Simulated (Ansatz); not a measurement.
# ZnO: the cost of one run

Method: DFT r2SCAN, scalar-relativistic, plane waves, PAW, in Ansatz 0.2.0.

1 further run of the same task is left out (set aside as unsound or not needed).

**1. Starting point**

The structure is hexagonal, space group P6_3mc (No. 186). Conventional cell: a = 3.235 Å, b = 3.235 Å, c = 5.211 Å, α = 90.00°, β = 90.00°, γ = 120.00°. Zn (site symmetry 3m) is surrounded by 4 O at 1.97 to 1.98 Å. O (site symmetry 3m) is surrounded by 4 Zn at 1.97 to 1.98 Å.

Structure file:

```xyz
4
Lattice="3.2352 0.0000 0.0000 -1.6176 2.8018 0.0000 0.0000 0.0000 5.2114" Properties=species:S:1:pos:R:3 pbc="T T T"
Zn    0.0000    1.8678    2.6041
Zn    1.6176    0.9339   -0.0016
O     1.6176    0.9339    1.9768
O     0.0000    1.8678    4.5825
```

This cell was relaxed beforehand with the same method: volume 11.81 Å³/atom, gap on the mesh 1.24 eV.

**2. Volume × 0.97**

input.yaml reads:

```yaml
crystal:
  lattice:
    - [3.2025170806, 0.0, 0.0]
    - [-1.6012585403, 2.7734611479, 0.0]
    - [0.0, 0.0, 5.1587575428]
  atoms:
    - { symbol: Zn, position: [0.3333333333, 0.6666666667, 0.4996921304] }
    - { symbol: Zn, position: [0.6666666667, 0.3333333333, -0.0003078696] }
    - { symbol: O, position: [0.6666666667, 0.3333333333, 0.3793178696] }
    - { symbol: O, position: [0.3333333333, 0.6666666667, 0.8793178696] }
basis:
  ecutwfc: 500
kpoints:
  mp_grid: { grid: [12, 12, 6] }
hamiltonian:
  xc: r2scan
scf:
  occupations: { method: gaussian, width: 0.02 }
output:
  forces: true
  stress: true
  eigenvalues: true
  write_density: true
  write_potential: true
  elf: true
  volumetric_format: npy
relax:
  adjacent_minimum: "off"
  f_tol: 0.01
  max_steps: 30
  cell: { stress_tol: 0.1, fix: [volume] }
```

Started as:

```sh
$ ansatz run input.yaml --threads 1 --pin off --max-ram 2560MiB --backend cpu --events-out ev --progress --plain --runs-dir out
```

What time and memory should one allow on 1 thread of Intel Xeon at 2.70GHz, shared host?

About 30 s, with a peak of 0.53 GiB.
